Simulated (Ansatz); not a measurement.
# Ge2H2 (triplet): B2PLYP, RPA-PBE over vertical spin and charge gaps, cc-pVDZ

How well do these functionals follow the top wave-function level for Ge2H2 (triplet) over vertical spin and charge gaps?

Method: cc-pVDZ, all electrons in the functionals, frozen cores in the correlation of double hybrids and RPA; program: Ansatz 0.2.0, Gaussian basis.

To be run: B2PLYP, RPA-PBE, at charge 0, triplet; charge 0, singlet; charge 0, quintet; charge 1, doublet; charge 1, quartet.

6 further runs of the same task are left out: 6 set aside as unsound or not needed.

**1. What is computed**

The geometry is a PBE0/def2-TZVP stationary point (not a proven minimum). No spin-orbit coupling is included. The filled d shell of Ge may be among the frozen orbitals whatever the setting's name suggests; the logs give the count.

4 atoms, charge 0, spin multiplicity 3.

Atoms are counted from 1 here; the program's logs count them from 0.

Bond lengths: Ge1–Ge2 2.407 Å, Ge1–H3 1.581 Å, Ge2–H4 1.581 Å. Angles: Ge2–Ge1–H3 103.7°, Ge1–Ge2–H4 103.7°.

No dispersion term is added.

The geometry shown and the zero of energy belong to the point charge 0, triplet. The yardstick, RCCSDTQ, and other wave-function levels (R restricted, U unrestricted, valence and pair active spaces) come from earlier runs.

**2. B2PLYP, charge 0, triplet**

File in.yaml:

```yaml
crystal:
  periodic: [false, false, false]
  atoms:
    - {symbol: Ge, position_ang: [0.000000, -0.062489, 1.201709]}
    - {symbol: Ge, position_ang: [0.000000, 0.062489, -1.201709]}
    - {symbol: H, position_ang: [0.000000, 1.452439, 1.654456]}
    - {symbol: H, position_ang: [0.000000, -1.452439, -1.654456]}
basis:
  gaussian: {orbitals: cc-pVDZ}
magnetization: {spin_polarized: true, initial_magnetization: 2}
hamiltonian: {xc: {name: B2PLYP}}
correlation: {electrons: outside_noble_gas}
```

The run is started by

```bash
> ansatz run in.yaml --threads 1 --pin off --events-out ev --progress --plain --max-ram 4096MiB --backend cpu
```

What it wrote:

```text
Functional definition: B2PLYP
  name "B2PLYP"
  cite "Grimme, J. Chem. Phys. 124, 034108 (2006) doi:10.1063/1.2148954"
  cite "Becke, Phys. Rev. A 38, 3098 (1988) doi:10.1103/PhysRevA.38.3098"
  cite "Lee, Yang & Parr, Phys. Rev. B 37, 785 (1988) doi:10.1103/PhysRevB.37.785"
  parameter a = 0.53
  parameter c = 0.27
  exchange = (1 - a)*b88_x + a*exact_x
  correlation = (1 - c)*lyp_c + c*(mp2_os + mp2_ss)
742 factors; integrals over basis functions are off by at most 1.1e-3 eV
mean field evaluation 1: about -113040.7613 eV, gradient 4.7e0 eV
mean field evaluation 2: about -113040.7603 eV, gradient 4.7e0 eV
mean field evaluation 4: about -113041.0207 eV, gradient 4.4e-1 eV
mean field evaluation 8: about -113041.0245 eV, gradient 1.5e-2 eV
mean field evaluation 16: about -113041.0245 eV, gradient 1.8e-5 eV
mean field -113041.02449301 eV, -4154.1810281597 hartree, gradient 3.4e-6 eV, S^2 2.015269; 4 other end points of the search recorded, 0 dependent functions left out
28 core orbitals not correlated: weight in the atoms' cores, before any rotation towards them, 0.999 or more for the frozen orbitals, at most 0.001 for the correlated occupied ones
reference -113041.02462859 eV, -4154.1810331423 hartree; 6, 4 occupied and 30, 32 virtual orbitals, 742 factors
second order -5.17634809 eV of doubles, -0.00000000 eV of singles
Total energy: -113042.42224258 eV, -4154.2323945089 hartree
```

It took 4.7 s on 1 thread of AMD EPYC 7R13, shared host.

From the report: ⟨S²⟩ of the determinant 2.015 (pure triplet: 2.00).

**3. B2PLYP, charge 0, singlet**

in.yaml, as its differences from that of step 2:

```diff
@@ -9,3 +9,3 @@
   gaussian: {orbitals: cc-pVDZ}
-magnetization: {spin_polarized: true, initial_magnetization: 2}
+magnetization: {spin_polarized: true, initial_magnetization: 0}
 hamiltonian: {xc: {name: B2PLYP}}
```

The command is unchanged.

What it wrote (excerpt; [...] marks lines left out):

```text
Functional definition: B2PLYP
  name "B2PLYP"
  cite "Grimme, J. Chem. Phys. 124, 034108 (2006) doi:10.1063/1.2148954"
  cite "Becke, Phys. Rev. A 38, 3098 (1988) doi:10.1103/PhysRevA.38.3098"
  cite "Lee, Yang & Parr, Phys. Rev. B 37, 785 (1988) doi:10.1103/PhysRevB.37.785"
[...]
742 factors; integrals over basis functions are off by at most 1.1e-3 eV
[...]
mean field -113040.92910047 eV, -4154.1775225485 hartree, gradient 8.0e-8 eV, S^2 1.102413; 9 other end points of the search recorded, 0 dependent functions left out
28 core orbitals not correlated: weight in the atoms' cores, before any rotation towards them, 0.999 or more for the frozen orbitals, at most 0.001 for the correlated occupied ones
reference -113040.92923612 eV, -4154.1775275336 hartree; 5, 5 occupied and 31, 31 virtual orbitals, 742 factors
second order -4.88239774 eV of doubles, -0.00000000 eV of singles
Total energy: -113042.24748351 eV, -4154.2259722316 hartree
```

Run time: 20 s. Hardware: 1 thread of AMD EPYC 7R13, shared host; peak memory 0.25 GiB.

From the report: ⟨S²⟩ of the determinant 1.102 (pure singlet: 0.00). The determinant is far from a pure spin state, so its energy mixes those of several spin states (harmless only where they are near-degenerate, as at dissociation).

From charge 0, triplet: +0.175 eV.

**4. B2PLYP, charge 0, quintet**

in.yaml, as its differences from that of step 3:

```diff
@@ -9,3 +9,3 @@
   gaussian: {orbitals: cc-pVDZ}
-magnetization: {spin_polarized: true, initial_magnetization: 0}
+magnetization: {spin_polarized: true, initial_magnetization: 4}
 hamiltonian: {xc: {name: B2PLYP}}
```

Launched as before.

What it wrote (excerpt; [...] marks lines left out):

```text
Functional definition: B2PLYP
  name "B2PLYP"
  cite "Grimme, J. Chem. Phys. 124, 034108 (2006) doi:10.1063/1.2148954"
  cite "Becke, Phys. Rev. A 38, 3098 (1988) doi:10.1103/PhysRevA.38.3098"
  cite "Lee, Yang & Parr, Phys. Rev. B 37, 785 (1988) doi:10.1103/PhysRevB.37.785"
[...]
742 factors; integrals over basis functions are off by at most 1.1e-3 eV
[...]
mean field -113038.30016379 eV, -4154.0809109074 hartree, gradient 2.1e-6 eV, S^2 6.004500; 2 other end points of the search recorded, 0 dependent functions left out
28 core orbitals not correlated: weight in the atoms' cores, before any rotation towards them, 0.999 or more for the frozen orbitals, at most 0.000 for the correlated occupied ones
reference -113038.30030205 eV, -4154.0809159885 hartree; 7, 3 occupied and 29, 33 virtual orbitals, 742 factors
second order -4.20382535 eV of doubles, -0.00000000 eV of singles
Total energy: -113039.43533490 eV, -4154.1226276762 hartree
```

Run time: 4 s. Hardware: 1 thread of AMD EPYC 7R13, shared host.

From the report: ⟨S²⟩ of the determinant 6.005 (pure quintet: 6.00).

From charge 0, triplet: +2.987 eV.

**5. B2PLYP, charge 1, doublet**

in.yaml, as its differences from that of step 4:

```diff
@@ -9,3 +9,4 @@
   gaussian: {orbitals: cc-pVDZ}
-magnetization: {spin_polarized: true, initial_magnetization: 4}
+total_charge: 1
+magnetization: {spin_polarized: true, initial_magnetization: 1}
 hamiltonian: {xc: {name: B2PLYP}}
```

Same command.

What it wrote (excerpt; [...] marks lines left out):

```text
Functional definition: B2PLYP
  name "B2PLYP"
  cite "Grimme, J. Chem. Phys. 124, 034108 (2006) doi:10.1063/1.2148954"
  cite "Becke, Phys. Rev. A 38, 3098 (1988) doi:10.1103/PhysRevA.38.3098"
  cite "Lee, Yang & Parr, Phys. Rev. B 37, 785 (1988) doi:10.1103/PhysRevB.37.785"
[...]
742 factors; integrals over basis functions are off by at most 1.1e-3 eV
[...]
mean field -113033.14755700 eV, -4153.8915561007 hartree, gradient 3.3e-6 eV, S^2 0.785664; 8 other end points of the search recorded, 0 dependent functions left out
28 core orbitals not correlated: weight in the atoms' cores, before any rotation towards them, 0.999 or more for the frozen orbitals, at most 0.001 for the correlated occupied ones
reference -113033.14768948 eV, -4153.8915609691 hartree; 5, 4 occupied and 31, 32 virtual orbitals, 742 factors
second order -4.60259438 eV of doubles, -0.00000000 eV of singles
Total energy: -113034.39038996 eV, -4153.9372293695 hartree
```

It took 18 s on 1 thread of AMD EPYC 7R13, shared host; peak memory 0.25 GiB.

From the report: ⟨S²⟩ of the determinant 0.786 (pure doublet: 0.75).

From charge 0, triplet: +8.032 eV.

**6. B2PLYP, charge 1, quartet**

in.yaml, as its differences from that of step 5:

```diff
@@ -10,3 +10,3 @@
 total_charge: 1
-magnetization: {spin_polarized: true, initial_magnetization: 1}
+magnetization: {spin_polarized: true, initial_magnetization: 3}
 hamiltonian: {xc: {name: B2PLYP}}
```

The command is unchanged.

What it wrote (excerpt; [...] marks lines left out):

```text
Functional definition: B2PLYP
  name "B2PLYP"
  cite "Grimme, J. Chem. Phys. 124, 034108 (2006) doi:10.1063/1.2148954"
  cite "Becke, Phys. Rev. A 38, 3098 (1988) doi:10.1103/PhysRevA.38.3098"
  cite "Lee, Yang & Parr, Phys. Rev. B 37, 785 (1988) doi:10.1103/PhysRevB.37.785"
[...]
742 factors; integrals over basis functions are off by at most 1.1e-3 eV
[...]
mean field -113032.05790359 eV, -4153.8515120765 hartree, gradient 1.2e-6 eV, S^2 3.754539; 2 other end points of the search recorded, 0 dependent functions left out
28 core orbitals not correlated: weight in the atoms' cores, before any rotation towards them, 0.999 or more for the frozen orbitals, at most 0.000 for the correlated occupied ones
reference -113032.05803100 eV, -4153.8515167585 hartree; 6, 3 occupied and 30, 33 virtual orbitals, 742 factors
second order -4.24460144 eV of doubles, -0.00000000 eV of singles
Total energy: -113033.20407339 eV, -4153.8936330395 hartree
```

Wall time 4.2 s (1 thread of AMD EPYC 7R13, shared host).

From the report: ⟨S²⟩ of the determinant 3.755 (pure quartet: 3.75).

From charge 0, triplet: +9.218 eV.

**7. RPA-PBE, charge 0, triplet**

in.yaml, as its differences from that of step 6:

```diff
@@ -9,5 +9,4 @@
   gaussian: {orbitals: cc-pVDZ}
-total_charge: 1
-magnetization: {spin_polarized: true, initial_magnetization: 3}
-hamiltonian: {xc: {name: B2PLYP}}
-correlation: {electrons: outside_noble_gas}
+magnetization: {spin_polarized: true, initial_magnetization: 2}
+hamiltonian: {xc: {name: PBE}}
+correlation: {method: rpa, electrons: outside_noble_gas}
```

Same command.

What it wrote (excerpt; [...] marks lines left out):

```text
Functional definition: PBE
  name "PBE"
  cite "Perdew, Burke & Ernzerhof, Phys. Rev. Lett. 77, 3865 (1996) doi:10.1103/PhysRevLett.77.3865"
  parent pbe
[...]
742 factors; integrals over basis functions are off by at most 1.1e-3 eV
[...]
mean field -113048.18445557 eV, -4154.4441519307 hartree, gradient 1.9e-6 eV, S^2 2.003324; 0 other end points of the search recorded, 0 dependent functions left out
28 core orbitals not correlated: weight in the atoms' cores, before any rotation towards them, 0.999 or more for the frozen orbitals, at most 0.001 for the correlated occupied ones
reference -112974.46803742 eV, -4151.7351235304 hartree; 6, 4 occupied and 30, 32 virtual orbitals, 742 factors
Total energy: -112982.86531838 eV, -4152.0437179138 hartree
```

Run time: 2.4 s. Hardware: 1 thread of AMD EPYC 7R13, shared host.

From the report: ⟨S²⟩ of the determinant 2.003 (pure triplet: 2.00).

**8. RPA-PBE, charge 0, singlet**

in.yaml, as its differences from that of step 7:

```diff
@@ -9,3 +9,3 @@
   gaussian: {orbitals: cc-pVDZ}
-magnetization: {spin_polarized: true, initial_magnetization: 2}
+magnetization: {spin_polarized: true, initial_magnetization: 0}
 hamiltonian: {xc: {name: PBE}}
```

Launched as before.

What it wrote (excerpt; [...] marks lines left out):

```text
Functional definition: PBE
  name "PBE"
  cite "Perdew, Burke & Ernzerhof, Phys. Rev. Lett. 77, 3865 (1996) doi:10.1103/PhysRevLett.77.3865"
  parent pbe
[...]
742 factors; integrals over basis functions are off by at most 1.1e-3 eV
[...]
mean field -113048.04501116 eV, -4154.4390274431 hartree, gradient 3.5e-6 eV, S^2 0.930886; 15 other end points of the search recorded, 0 dependent functions left out
28 core orbitals not correlated: weight in the atoms' cores, before any rotation towards them, 0.999 or more for the frozen orbitals, at most 0.001 for the correlated occupied ones
reference -112974.11461376 eV, -4151.7221354503 hartree; 5, 5 occupied and 31, 31 virtual orbitals, 742 factors
Total energy: -112982.73393811 eV, -4152.0388897781 hartree
```

Run time: 18 s. Hardware: 1 thread of AMD EPYC 7R13, shared host.

From the report: ⟨S²⟩ of the determinant 0.931 (pure singlet: 0.00). The determinant is far from a pure spin state, so its energy mixes those of several spin states (harmless only where they are near-degenerate, as at dissociation).

From charge 0, triplet: +0.131 eV.

**9. RPA-PBE, charge 0, quintet**

in.yaml, as its differences from that of step 8:

```diff
@@ -9,3 +9,3 @@
   gaussian: {orbitals: cc-pVDZ}
-magnetization: {spin_polarized: true, initial_magnetization: 0}
+magnetization: {spin_polarized: true, initial_magnetization: 4}
 hamiltonian: {xc: {name: PBE}}
```

The command is unchanged.

What it wrote (excerpt; [...] marks lines left out):

```text
Functional definition: PBE
  name "PBE"
  cite "Perdew, Burke & Ernzerhof, Phys. Rev. Lett. 77, 3865 (1996) doi:10.1103/PhysRevLett.77.3865"
  parent pbe
[...]
742 factors; integrals over basis functions are off by at most 1.1e-3 eV
[...]
mean field -113045.13528922 eV, -4154.3320971342 hartree, gradient 8.3e-7 eV, S^2 6.003203; 4 other end points of the search recorded, 0 dependent functions left out
28 core orbitals not correlated: weight in the atoms' cores, before any rotation towards them, 0.998 or more for the frozen orbitals, at most 0.001 for the correlated occupied ones
reference -112972.59542808 eV, -4151.6663064064 hartree; 7, 3 occupied and 29, 33 virtual orbitals, 742 factors
Total energy: -112979.99144196 eV, -4151.9381049032 hartree
```

It took 6 s on 1 thread of AMD EPYC 7R13, shared host.

From the report: ⟨S²⟩ of the determinant 6.003 (pure quintet: 6.00).

From charge 0, triplet: +2.874 eV.

**10. RPA-PBE, charge 1, doublet**

in.yaml, as its differences from that of step 9:

```diff
@@ -9,3 +9,4 @@
   gaussian: {orbitals: cc-pVDZ}
-magnetization: {spin_polarized: true, initial_magnetization: 4}
+total_charge: 1
+magnetization: {spin_polarized: true, initial_magnetization: 1}
 hamiltonian: {xc: {name: PBE}}
```

Same command.

What it wrote (excerpt; [...] marks lines left out):

```text
Functional definition: PBE
  name "PBE"
  cite "Perdew, Burke & Ernzerhof, Phys. Rev. Lett. 77, 3865 (1996) doi:10.1103/PhysRevLett.77.3865"
  parent pbe
[...]
742 factors; integrals over basis functions are off by at most 1.1e-3 eV
[...]
mean field -113040.23739585 eV, -4154.1521028728 hartree, gradient 1.0e-6 eV, S^2 0.753217; 8 other end points of the search recorded, 0 dependent functions left out
28 core orbitals not correlated: weight in the atoms' cores, before any rotation towards them, 0.999 or more for the frozen orbitals, at most 0.001 for the correlated occupied ones
reference -112966.60888166 eV, -4151.4463048833 hartree; 5, 4 occupied and 31, 32 virtual orbitals, 742 factors
Total energy: -112975.01409089 eV, -4151.7551906254 hartree
```

Wall time 7.5 s (1 thread of AMD EPYC 7R13, shared host).

From the report: ⟨S²⟩ of the determinant 0.753 (pure doublet: 0.75).

From charge 0, triplet: +7.851 eV.

**11. RPA-PBE, charge 1, quartet**

in.yaml, as its differences from that of step 10:

```diff
@@ -10,3 +10,3 @@
 total_charge: 1
-magnetization: {spin_polarized: true, initial_magnetization: 1}
+magnetization: {spin_polarized: true, initial_magnetization: 3}
 hamiltonian: {xc: {name: PBE}}
```

The command is unchanged.

What it wrote (excerpt; [...] marks lines left out):

```text
Functional definition: PBE
  name "PBE"
  cite "Perdew, Burke & Ernzerhof, Phys. Rev. Lett. 77, 3865 (1996) doi:10.1103/PhysRevLett.77.3865"
  parent pbe
[...]
742 factors; integrals over basis functions are off by at most 1.1e-3 eV
[...]
mean field -113038.90707814 eV, -4154.1032145983 hartree, gradient 6.1e-6 eV, S^2 3.751780; 6 other end points of the search recorded, 0 dependent functions left out
28 core orbitals not correlated: weight in the atoms' cores, before any rotation towards them, 0.999 or more for the frozen orbitals, at most 0.001 for the correlated occupied ones
reference -112966.21823072 eV, -4151.4319487262 hartree; 6, 3 occupied and 30, 33 virtual orbitals, 742 factors
Total energy: -112973.70277520 eV, -4151.7070006623 hartree
```

Wall time 5.5 s (1 thread of AMD EPYC 7R13, shared host).

From the report: ⟨S²⟩ of the determinant 3.752 (pure quartet: 3.75).

From charge 0, triplet: +9.163 eV.

**12. The comparison**

The yardstick is RCCSDTQ, where the cluster series has nearly closed. It comes from earlier runs at the same points. Energies in eV, counted from charge 0, triplet; blanks weren't run or aren't comparable.

| level | triplet to singlet | triplet to quintet | ionisation to the doublet cation | ionisation to the quartet cation |
| --- | --- | --- | --- | --- |
| RCCSDTQ | 0.272 | 2.721 | 7.764 | 9.015 |
| B2PLYP |  | 2.987 | 8.032 | 9.218 |
| RPA-PBE |  | 2.874 | 7.851 | 9.163 |

Largest miss and mean time a point (RCCSDTQ took 44 s a point; shared hosts):

| level | largest miss (eV) | where | time a point |
| --- | --- | --- | --- |
| B2PLYP | +0.268 | ionisation to the doublet cation | 10 s |
| RPA-PBE | +0.153 | triplet to quintet | 7.8 s |

**13. Outcome**

| quantity | value |
| --- | --- |
| triplet to singlet, RCCSDTQ | 0.272 eV |
| triplet to quintet, RCCSDTQ | 2.721 eV |
| ionisation to the doublet cation, RCCSDTQ | 7.764 eV |
| ionisation to the quartet cation, RCCSDTQ | 9.015 eV |
| largest miss, B2PLYP | +0.268 eV (ionisation to the doublet cation) |
| largest miss, RPA-PBE | +0.153 eV (triplet to quintet) |

In words: Of the functionals, RPA-PBE keep the smallest largest miss at the points compared (at most 0.153 eV) and B2PLYP strays most (0.268 eV, at ionisation to the doublet cation). B2PLYP, RPA-PBE clearly break the spin symmetry at some points (⟨S²⟩ up to 1.10 above the pure value), so energy there is bought with a mixed spin. Functionals and the yardstick converge differently with the basis, so part of each miss in cc-pVDZ is the basis.
